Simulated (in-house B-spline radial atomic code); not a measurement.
**Bi³⁰⁺: a scan of exact exchange under G0W0**

Question: is there a share of exact exchange at which G0W0 leaves the highest level of Bi³⁰⁺ where the start put it?

Program: an in-house B-spline radial atomic code, version 1. Level of theory: RPA, second order, AC-SOSEX and G0W0 (contour deformation) on a scalar-relativistic mean field, all electrons; no spin-orbit coupling, Breit or QED terms, no two-electron picture change. These are calculated values, not measurements, unless marked.

## Step 1: The system

* element: bismuth (Z = 83)
* charge: +30
* electrons: 53
* configuration: [Kr] 4d10 4f7
* Hamiltonian: scalar-relativistic (spin-free one-electron X2C), finite nucleus
* shares of exact exchange: 0.00, 0.10, 0.20, 0.30, 0.40, 0.50, 0.60, 0.70, 0.80, 0.90, 1.00

The outer shells:

Bi30+
```
[Kr] core
4d [↑↓][↑↓][↑↓][↑↓][↑↓]
4f [↑ ][↑ ][↑ ][↑ ][↑ ][↑ ][↑ ]
```

## Step 2: Run with 0 % exact exchange

Input settings:

```ini
Z = 83
electrons = 53.0
configuration = [Kr] 4d10 4f7
hamiltonian = x2c
method = pbeh
lmax = 9
exact_exchange_fraction = 0.0
rms_radius = 5.5211
spin_polarised = True
box_radius = 3.04
intervals = 61
```

Run with:

```bash
python run_gw.py task.json out
```

task.json lists these runs, among others, and the program works through them in turn.

The program writes no log. Results of the run, from its result record (rounded, main fields):

```text
{
  "status": "converged",
  "energies [hartree]": {
    "mean_field": -21092.91436,
    "exx_total": -21088.80945,
    "exchange": -360.119788,
    "rpa": -4.7698675,
    "rpa_summed": -4.6571909,
    "direct_second_order": -5.0929419,
    "second_order_exchange": 1.3913364,
    "sosex": 1.3472021
  },
  "rpa_by_multipole [hartree]": [-0.949727, -1.66447, -0.786149, -0.544754, -0.307028, -0.199284, -0.108111, -0.0589466, -0.0255553, -0.00976735, -0.00279518, -0.000569731, -3.39433e-05],
  "polarisability [bohr^3: independent particles, RPA]": [0.0581784, 0.0456347],
  "gap [hartree]": 5.731497,
  "levels [hartree]": [
    {"name": "4f up", "occ": 1, "e": -39.86941, "sx": -5.227992, "vxc": -4.000437, "sc": 0.0698803, "z": 0.990403, "qp": -41.03342, "tail": -0.006336194},
    {"name": "4d down", "occ": 1, "e": -49.47589, "sx": -4.810716, "vxc": -3.724742, "sc": 0.0138642, "z": 0.9897517, "qp": -50.55336, "tail": -0.005359019},
    {"name": "4f down", "occ": 0, "e": -39.37413, "sx": -2.201719, "vxc": -3.489284, "sc": -0.2446592, "z": 0.9906688, "qp": -38.33787, "tail": -0.006648123}
  ]
}
```

It took 6.5 s on 1 thread, shared host.

In the record, exx_total is the Hartree-Fock functional on the start's orbitals, rpa_summed the RPA energy up to lmax and rpa the same with the tail beyond it, gap the smallest same-spin excitation energy of the start. For a level, e is the start's value, sx and sc the exchange and correlation self-energies, vxc the start's own term, z the quasi-particle weight, and qp = e + sx − vxc + sc + tail. Deeper levels of weight under 0.85 meet poles of the self-energy and are not shown.

The 4f↑ level moves from -1084.90 to -1116.58 eV (weight 0.99).

The largest part of the RPA energy comes from multipole 1 (36 % of the sum).

## Step 3: Run with 10 % exact exchange

Settings: those of step 2 with these lines changed.

```diff
@@ -6,3 +6,3 @@
 lmax = 9
-exact_exchange_fraction = 0.0
+exact_exchange_fraction = 0.1
 rms_radius = 5.5211
```

Results of the run:

```text
{
  "status": "converged",
  "energies [hartree]": {
    "mean_field": -21092.84184,
    "exx_total": -21088.81698,
    "exchange": -360.1333434,
    "rpa": -4.7501263,
    "rpa_summed": -4.6375826,
    "direct_second_order": -5.0683469,
    "second_order_exchange": 1.3852585,
    "sosex": 1.3418042
  },
  "rpa_by_multipole [hartree]": [-0.944865, -1.65657, -0.783153, -0.54277, -0.306107, -0.198714, -0.107888, -0.0588477, -0.0255206, -0.00975591, -0.00279217, -0.000569174, -3.39124e-05],
  "polarisability [bohr^3: independent particles, RPA]": [0.0572739, 0.0450795],
  "gap [hartree]": 5.945946,
  "levels [hartree]": [
    {"name": "4f up", "occ": 1, "e": -39.99808, "sx": -5.228446, "vxc": -4.13096, "sc": 0.06770333, "z": 0.9906553, "qp": -41.03419, "tail": -0.006330114},
    {"name": "4d down", "occ": 1, "e": -49.59237, "sx": -4.808917, "vxc": -3.84132, "sc": 0.01231854, "z": 0.9900184, "qp": -50.553, "tail": -0.005354235},
    {"name": "4f down", "occ": 0, "e": -39.25317, "sx": -2.197717, "vxc": -3.363997, "sc": -0.241726, "z": 0.990918, "qp": -38.33525, "tail": -0.006635751}
  ]
}
```

It took 6.6 s on 1 thread, shared host.

The 4f↑ level moves from -1088.40 to -1116.60 eV (weight 0.99).

## Step 4: Run with 20 % exact exchange

Settings: those of step 3 with these lines changed.

```diff
@@ -6,3 +6,3 @@
 lmax = 9
-exact_exchange_fraction = 0.1
+exact_exchange_fraction = 0.2
 rms_radius = 5.5211
```

Results of the run:

```text
{
  "status": "converged",
  "energies [hartree]": {
    "mean_field": -21092.77014,
    "exx_total": -21088.82367,
    "exchange": -360.1468622,
    "rpa": -4.7306629,
    "rpa_summed": -4.6182518,
    "direct_second_order": -5.0441753,
    "second_order_exchange": 1.3792918,
    "sosex": 1.3364957
  },
  "rpa_by_multipole [hartree]": [-0.940064, -1.6488, -0.780193, -0.540811, -0.305195, -0.198151, -0.107667, -0.0587494, -0.025486, -0.0097445, -0.00278917, -0.000568618, -3.38816e-05],
  "polarisability [bohr^3: independent particles, RPA]": [0.0564018, 0.0445397],
  "gap [hartree]": 6.160335,
  "levels [hartree]": [
    {"name": "4f up", "occ": 1, "e": -40.12681, "sx": -5.228898, "vxc": -4.261535, "sc": 0.0656006, "z": 0.9908961, "qp": -41.03489, "tail": -0.006323965},
    {"name": "4d down", "occ": 1, "e": -49.70885, "sx": -4.807125, "vxc": -3.957888, "sc": 0.01082964, "z": 0.9902734, "qp": -50.5526, "tail": -0.005349392},
    {"name": "4f down", "occ": 0, "e": -39.13243, "sx": -2.19371, "vxc": -3.239142, "sc": -0.2388653, "z": 0.9911563, "qp": -38.33248, "tail": -0.006623292}
  ]
}
```

It took 6.6 s on 1 thread, shared host.

The 4f↑ level moves from -1091.91 to -1116.62 eV (weight 0.99).

## Step 5: Run with 30 % exact exchange

Settings: those of step 4 with these lines changed.

```diff
@@ -6,3 +6,3 @@
 lmax = 9
-exact_exchange_fraction = 0.2
+exact_exchange_fraction = 0.3
 rms_radius = 5.5211
```

Results of the run:

```text
{
  "status": "converged",
  "energies [hartree]": {
    "mean_field": -21092.69926,
    "exx_total": -21088.82952,
    "exchange": -360.1603446,
    "rpa": -4.7114686,
    "rpa_summed": -4.5991896,
    "direct_second_order": -5.0204109,
    "second_order_exchange": 1.3734316,
    "sosex": 1.3312732
  },
  "rpa_by_multipole [hartree]": [-0.935322, -1.64117, -0.777268, -0.538876, -0.304292, -0.197595, -0.107447, -0.0586515, -0.0254516, -0.00973312, -0.00278618, -0.000568064, -3.38509e-05],
  "polarisability [bohr^3: independent particles, RPA]": [0.0555599, 0.0440148],
  "gap [hartree]": 6.374662,
  "levels [hartree]": [
    {"name": "4f up", "occ": 1, "e": -40.25559, "sx": -5.229347, "vxc": -4.392161, "sc": 0.06356844, "z": 0.9911262, "qp": -41.03552, "tail": -0.006317753},
    {"name": "4d down", "occ": 1, "e": -49.82532, "sx": -4.805341, "vxc": -4.074447, "sc": 0.009394602, "z": 0.9905173, "qp": -50.55216, "tail": -0.005344495},
    {"name": "4f down", "occ": 0, "e": -39.01191, "sx": -2.189698, "vxc": -3.11472, "sc": -0.2360736, "z": 0.9913843, "qp": -38.32957, "tail": -0.006610751}
  ]
}
```

Wall time 6.5 s (1 thread, shared host).

Highest level 4f↑: -1095.41 eV in the start, -1116.63 eV after G0W0, weight 0.99.

## Step 6: Run with 40 % exact exchange

Settings: those of step 5 with these lines changed.

```diff
@@ -6,3 +6,3 @@
 lmax = 9
-exact_exchange_fraction = 0.3
+exact_exchange_fraction = 0.4
 rms_radius = 5.5211
```

Results of the run:

```text
{
  "status": "converged",
  "energies [hartree]": {
    "mean_field": -21092.6292,
    "exx_total": -21088.83454,
    "exchange": -360.1737908,
    "rpa": -4.6925349,
    "rpa_summed": -4.5803876,
    "direct_second_order": -4.9970385,
    "second_order_exchange": 1.3676736,
    "sosex": 1.3261332
  },
  "rpa_by_multipole [hartree]": [-0.930639, -1.63366, -0.774376, -0.536965, -0.303397, -0.197044, -0.107228, -0.0585542, -0.0254172, -0.00972179, -0.00278319, -0.00056751, -3.38202e-05],
  "polarisability [bohr^3: independent particles, RPA]": [0.0547467, 0.0435039],
  "gap [hartree]": 6.588926,
  "levels [hartree]": [
    {"name": "4f up", "occ": 1, "e": -40.38442, "sx": -5.229793, "vxc": -4.522837, "sc": 0.06160344, "z": 0.9913463, "qp": -41.03608, "tail": -0.006311486},
    {"name": "4d down", "occ": 1, "e": -49.94178, "sx": -4.803563, "vxc": -4.190997, "sc": 0.008010749, "z": 0.9907508, "qp": -50.55167, "tail": -0.005339548},
    {"name": "4f down", "occ": 0, "e": -38.89162, "sx": -2.185681, "vxc": -2.990728, "sc": -0.2333482, "z": 0.9916026, "qp": -38.32652, "tail": -0.006598129}
  ]
}
```

Run time: 6.5 s. Hardware: 1 thread, shared host.

The 4f↑ level moves from -1098.92 to -1116.65 eV (weight 0.99).

## Step 7: Run with 50 % exact exchange

Settings: those of step 6 with these lines changed.

```diff
@@ -6,3 +6,3 @@
 lmax = 9
-exact_exchange_fraction = 0.4
+exact_exchange_fraction = 0.5
 rms_radius = 5.5211
```

Results of the run:

```text
{
  "status": "converged",
  "energies [hartree]": {
    "mean_field": -21092.55996,
    "exx_total": -21088.83873,
    "exchange": -360.187201,
    "rpa": -4.6738539,
    "rpa_summed": -4.5618379,
    "direct_second_order": -4.9740438,
    "second_order_exchange": 1.3620136,
    "sosex": 1.3210728
  },
  "rpa_by_multipole [hartree]": [-0.926012, -1.62628, -0.771517, -0.535077, -0.30251, -0.196499, -0.107011, -0.0584574, -0.025383, -0.00971049, -0.00278021, -0.000566958, -3.37896e-05],
  "polarisability [bohr^3: independent particles, RPA]": [0.0539604, 0.0430064],
  "gap [hartree]": 6.803125,
  "levels [hartree]": [
    {"name": "4f up", "occ": 1, "e": -40.5133, "sx": -5.230236, "vxc": -4.653564, "sc": 0.05970241, "z": 0.991557, "qp": -41.03657, "tail": -0.00630517},
    {"name": "4d down", "occ": 1, "e": -50.05823, "sx": -4.801792, "vxc": -4.307537, "sc": 0.006675574, "z": 0.9909746, "qp": -50.55115, "tail": -0.005334556},
    {"name": "4f down", "occ": 0, "e": -38.77156, "sx": -2.181659, "vxc": -2.867167, "sc": -0.2306861, "z": 0.991812, "qp": -38.32333, "tail": -0.006585428}
  ]
}
```

Wall time 6.5 s (1 thread, shared host).

G0W0 moves 4f↑ down by 14.2 eV, to -1116.66 eV.

## Step 8: Run with 60 % exact exchange

Settings: those of step 7 with these lines changed.

```diff
@@ -6,3 +6,3 @@
 lmax = 9
-exact_exchange_fraction = 0.5
+exact_exchange_fraction = 0.6
 rms_radius = 5.5211
```

Results of the run:

```text
{
  "status": "converged",
  "energies [hartree]": {
    "mean_field": -21092.49153,
    "exx_total": -21088.8421,
    "exchange": -360.2005755,
    "rpa": -4.6554179,
    "rpa_summed": -4.5435329,
    "direct_second_order": -4.9514134,
    "second_order_exchange": 1.3564477,
    "sosex": 1.3160889
  },
  "rpa_by_multipole [hartree]": [-0.921441, -1.61902, -0.76869, -0.533212, -0.301631, -0.19596, -0.106795, -0.0583611, -0.025349, -0.00969922, -0.00277725, -0.000566407, -3.37591e-05],
  "polarisability [bohr^3: independent particles, RPA]": [0.0531997, 0.0425218],
  "gap [hartree]": 7.017258,
  "levels [hartree]": [
    {"name": "4f up", "occ": 1, "e": -40.64223, "sx": -5.230677, "vxc": -4.78434, "sc": 0.05786236, "z": 0.9917589, "qp": -41.03701, "tail": -0.006298809},
    {"name": "4d down", "occ": 1, "e": -50.17468, "sx": -4.800028, "vxc": -4.424069, "sc": 0.00538674, "z": 0.9911893, "qp": -50.55059, "tail": -0.005329523},
    {"name": "4f down", "occ": 0, "e": -38.65172, "sx": -2.177633, "vxc": -2.744034, "sc": -0.2280848, "z": 0.9920129, "qp": -38.31998, "tail": -0.006572653}
  ]
}
```

It took 6.5 s on 1 thread, shared host.

The 4f↑ level moves from -1105.93 to -1116.67 eV (weight 0.99).

## Step 9: Run with 70 % exact exchange

Settings: those of step 8 with these lines changed.

```diff
@@ -6,3 +6,3 @@
 lmax = 9
-exact_exchange_fraction = 0.6
+exact_exchange_fraction = 0.7
 rms_radius = 5.5211
```

Results of the run:

```text
{
  "status": "converged",
  "energies [hartree]": {
    "mean_field": -21092.42392,
    "exx_total": -21088.84466,
    "exchange": -360.2139145,
    "rpa": -4.637219,
    "rpa_summed": -4.5254647,
    "direct_second_order": -4.9291339,
    "second_order_exchange": 1.3509725,
    "sosex": 1.3111788
  },
  "rpa_by_multipole [hartree]": [-0.916925, -1.61187, -0.765894, -0.531368, -0.30076, -0.195426, -0.106581, -0.0582652, -0.0253151, -0.00968799, -0.00277429, -0.000565857, -3.37286e-05],
  "polarisability [bohr^3: independent particles, RPA]": [0.0524631, 0.0420495],
  "gap [hartree]": 7.231325,
  "levels [hartree]": [
    {"name": "4f up", "occ": 1, "e": -40.77122, "sx": -5.231115, "vxc": -4.915165, "sc": 0.05607532, "z": 0.9919526, "qp": -41.03739, "tail": -0.006293377},
    {"name": "4d down", "occ": 1, "e": -50.29113, "sx": -4.798271, "vxc": -4.540591, "sc": 0.004134577, "z": 0.9913955, "qp": -50.55, "tail": -0.005325276},
    {"name": "4d up", "occ": 1, "e": -51.22369, "sx": -5.995871, "vxc": -5.507977, "sc": 0.4668956, "z": 0.871971, "qp": -51.24938, "tail": -0.004689609},
    {"name": "4p down", "occ": 1, "e": -60.46562, "sx": -5.820986, "vxc": -5.332254, "sc": 0.5032822, "z": 0.8785961, "qp": -60.45531, "tail": -0.004233904},
    {"name": "4f down", "occ": 0, "e": -38.53211, "sx": -2.173601, "vxc": -2.621329, "sc": -0.2255468, "z": 0.9922059, "qp": -38.31649, "tail": -0.006560742}
  ]
}
```

Wall time 6.4 s (1 thread, shared host).

The 4f↑ level moves from -1109.44 to -1116.68 eV (weight 0.99).

## Step 10: Run with 80 % exact exchange

Settings: those of step 9 with these lines changed.

```diff
@@ -6,3 +6,3 @@
 lmax = 9
-exact_exchange_fraction = 0.7
+exact_exchange_fraction = 0.8
 rms_radius = 5.5211
```

Results of the run:

```text
{
  "status": "converged",
  "energies [hartree]": {
    "mean_field": -21092.35712,
    "exx_total": -21088.84639,
    "exchange": -360.2272182,
    "rpa": -4.6192523,
    "rpa_summed": -4.5076281,
    "direct_second_order": -4.9071952,
    "second_order_exchange": 1.3455845,
    "sosex": 1.30634
  },
  "rpa_by_multipole [hartree]": [-0.912462, -1.60483, -0.763129, -0.529545, -0.299897, -0.194897, -0.106368, -0.0581699, -0.0252813, -0.00967679, -0.00277133, -0.000565309, -3.36982e-05],
  "polarisability [bohr^3: independent particles, RPA]": [0.0517495, 0.041589],
  "gap [hartree]": 7.445323,
  "levels [hartree]": [
    {"name": "4f up", "occ": 1, "e": -40.90025, "sx": -5.231551, "vxc": -5.04604, "sc": 0.05434919, "z": 0.9921385, "qp": -41.0377, "tail": -0.006286912},
    {"name": "4d down", "occ": 1, "e": -50.40756, "sx": -4.79652, "vxc": -4.657105, "sc": 0.002932251, "z": 0.9915934, "qp": -50.54937, "tail": -0.005320147},
    {"name": "4d up", "occ": 1, "e": -51.41134, "sx": -5.997584, "vxc": -5.698467, "sc": 0.4261592, "z": 0.8988422, "qp": -51.28913, "tail": -0.004826934},
    {"name": "4p down", "occ": 1, "e": -60.66077, "sx": -5.820436, "vxc": -5.528385, "sc": 0.4653832, "z": 0.9001664, "qp": -60.49176, "tail": -0.004330443},
    {"name": "4f down", "occ": 0, "e": -38.41272, "sx": -2.169565, "vxc": -2.49905, "sc": -0.2230596, "z": 0.9923912, "qp": -38.31284, "tail": -0.006547792}
  ]
}
```

Wall time 6.4 s (1 thread, shared host).

The 4f↑ level moves from -1112.95 to -1116.69 eV (weight 0.99).

## Step 11: Run with 90 % exact exchange

Settings: those of step 10 with these lines changed.

```diff
@@ -6,3 +6,3 @@
 lmax = 9
-exact_exchange_fraction = 0.8
+exact_exchange_fraction = 0.9
 rms_radius = 5.5211
```

Results of the run:

```text
{
  "status": "converged",
  "energies [hartree]": {
    "mean_field": -21092.29113,
    "exx_total": -21088.84731,
    "exchange": -360.2404868,
    "rpa": -4.6015103,
    "rpa_summed": -4.4900159,
    "direct_second_order": -4.8855852,
    "second_order_exchange": 1.3402806,
    "sosex": 1.30157
  },
  "rpa_by_multipole [hartree]": [-0.908052, -1.5979, -0.760394, -0.527743, -0.299041, -0.194374, -0.106156, -0.058075, -0.0252476, -0.00966564, -0.00276839, -0.000564762, -3.36678e-05],
  "polarisability [bohr^3: independent particles, RPA]": [0.0510576, 0.0411397],
  "gap [hartree]": 7.659251,
  "levels [hartree]": [
    {"name": "4f up", "occ": 1, "e": -41.02934, "sx": -5.231983, "vxc": -5.176963, "sc": 0.05267616, "z": 0.9923178, "qp": -41.03796, "tail": -0.006280421},
    {"name": "4d down", "occ": 1, "e": -50.52399, "sx": -4.794777, "vxc": -4.77361, "sc": 0.001770098, "z": 0.9917837, "qp": -50.5487, "tail": -0.005314988},
    {"name": "4d up", "occ": 1, "e": -51.59911, "sx": -5.999289, "vxc": -5.889065, "sc": 0.3937217, "z": 0.9179528, "qp": -51.32053, "tail": -0.004918796},
    {"name": "4p down", "occ": 1, "e": -60.85597, "sx": -5.819881, "vxc": -5.724568, "sc": 0.4340847, "z": 0.9163843, "qp": -60.5216, "tail": -0.004397887},
    {"name": "4f down", "occ": 0, "e": -38.29356, "sx": -2.165524, "vxc": -2.377196, "sc": -0.2206264, "z": 0.9925695, "qp": -38.30905, "tail": -0.006534775}
  ]
}
```

It took 6.4 s on 1 thread, shared host.

The 4f↑ level moves from -1116.47 to -1116.70 eV (weight 0.99).

## Step 12: Run with 100 % exact exchange

Settings: those of step 11 with these lines changed.

```diff
@@ -6,3 +6,3 @@
 lmax = 9
-exact_exchange_fraction = 0.9
+exact_exchange_fraction = 1.0
 rms_radius = 5.5211
```

Results of the run:

```text
{
  "status": "converged",
  "energies [hartree]": {
    "mean_field": -21092.22595,
    "exx_total": -21088.84742,
    "exchange": -360.2537205,
    "rpa": -4.5839869,
    "rpa_summed": -4.472622,
    "direct_second_order": -4.8642934,
    "second_order_exchange": 1.3350577,
    "sosex": 1.2968666
  },
  "rpa_by_multipole [hartree]": [-0.903693, -1.59107, -0.757689, -0.525961, -0.298193, -0.193856, -0.105945, -0.0579807, -0.0252141, -0.00965451, -0.00276545, -0.000564216, -3.36375e-05],
  "polarisability [bohr^3: independent particles, RPA]": [0.0503863, 0.0407013],
  "gap [hartree]": 7.873108,
  "levels [hartree]": [
    {"name": "4f up", "occ": 1, "e": -41.15848, "sx": -5.232414, "vxc": -5.307935, "sc": 0.05105392, "z": 0.9924886, "qp": -41.03817, "tail": -0.006273893},
    {"name": "4d down", "occ": 1, "e": -50.64041, "sx": -4.79304, "vxc": -4.890106, "sc": 0.0006463238, "z": 0.9919668, "qp": -50.54801, "tail": -0.005309803},
    {"name": "4d up", "occ": 1, "e": -51.78699, "sx": -6.000987, "vxc": -6.079771, "sc": 0.3672499, "z": 0.931942, "qp": -51.34595, "tail": -0.004994757},
    {"name": "4p down", "occ": 1, "e": -61.05123, "sx": -5.819321, "vxc": -5.920801, "sc": 0.4077765, "z": 0.9288182, "qp": -60.54644, "tail": -0.004461473},
    {"name": "4f down", "occ": 0, "e": -38.17462, "sx": -2.161479, "vxc": -2.255767, "sc": -0.2182449, "z": 0.992741, "qp": -38.30509, "tail": -0.006521694}
  ]
}
```

It took 6.3 s on 1 thread, shared host.

G0W0 moves 4f↑ up by 3.27 eV, to -1116.71 eV.

## Step 13: The members side by side

```
share  level  mean field (eV)  G0W0 (eV)  weight  RPA (hartree)  RPA+SOSEX (hartree)  α, direct RPA (bohr³)   time  miss (eV)
 0.00    4f↑         -1084.90   -1116.58   0.990       -4.76987             -3.42267                0.04563  6.5 s      -3.42
 0.10    4f↑         -1088.40   -1116.60   0.991       -4.75013             -3.40832                0.04508  6.6 s      -3.40
 0.20    4f↑         -1091.91   -1116.62   0.991       -4.73066             -3.39417                0.04454  6.6 s      -3.38
 0.30    4f↑         -1095.41   -1116.63   0.991       -4.71147             -3.38020                0.04401  6.5 s      -3.37
 0.40    4f↑         -1098.92   -1116.65   0.991       -4.69253             -3.36640                0.04350  6.5 s      -3.35
 0.50    4f↑         -1102.42   -1116.66   0.992       -4.67385             -3.35278                0.04301  6.5 s      -3.34
 0.60    4f↑         -1105.93   -1116.67   0.992       -4.65542             -3.33933                0.04252  6.5 s      -3.33
 0.70    4f↑         -1109.44   -1116.68   0.992       -4.63722             -3.32604                0.04205  6.4 s      -3.32
 0.80    4f↑         -1112.95   -1116.69   0.992       -4.61925             -3.31291                0.04159  6.4 s      -3.31
 0.90    4f↑         -1116.47   -1116.70   0.992       -4.60151             -3.29994                0.04114  6.4 s      -3.30
 1.00    4f↑         -1119.98   -1116.71   0.992       -4.58399             -3.28712                0.04070  6.3 s      -3.29
```

The miss is the G0W0 removal energy (the level with its sign changed) less the tabulated theoretical ionisation energy, 1120.0 ± 60 eV. Times are single runs on a shared host.

## Step 14: Summary of results

| quantity | value |
| --- | --- |
| highest level, mean field (range over the runs) | -1119.98 to -1084.90 eV |
| highest level, G0W0 (range over the runs) | -1116.71 to -1116.58 eV |
| RPA correlation energy | -4.770 to -4.584 hartree |
| RPA+SOSEX | -3.4227 to -3.2871 hartree |
| tabulated theoretical ionisation energy (4f shell) | 1120.0 ± 60 eV (NIST Atomic Spectra Database, ionization energies) |
| G0W0 removal energy less that value | -3.42 to -3.29 eV |

The starts spread the highest level over 35.1 eV; after G0W0 0.13 eV remain, 0.37 % of that. Without exact exchange the level is bound too weakly, and G0W0 lowers it by 32 eV. The correction changes sign near 91 % exact exchange, where the start's level already equals its G0W0 level. RPA gives the most correlation at 0 % exact exchange and the least at 100 % exact exchange (3.9 % apart); over the runs it loosely follows the gap of the start, as smaller excitation energies give more correlation. All G0W0 removal energies agree with the tabulated theoretical ionisation energy, 1120.0 ± 60 eV, within its uncertainty. Spin-orbit coupling, which splits the 4f shell strongly in so heavy an element, is left out.
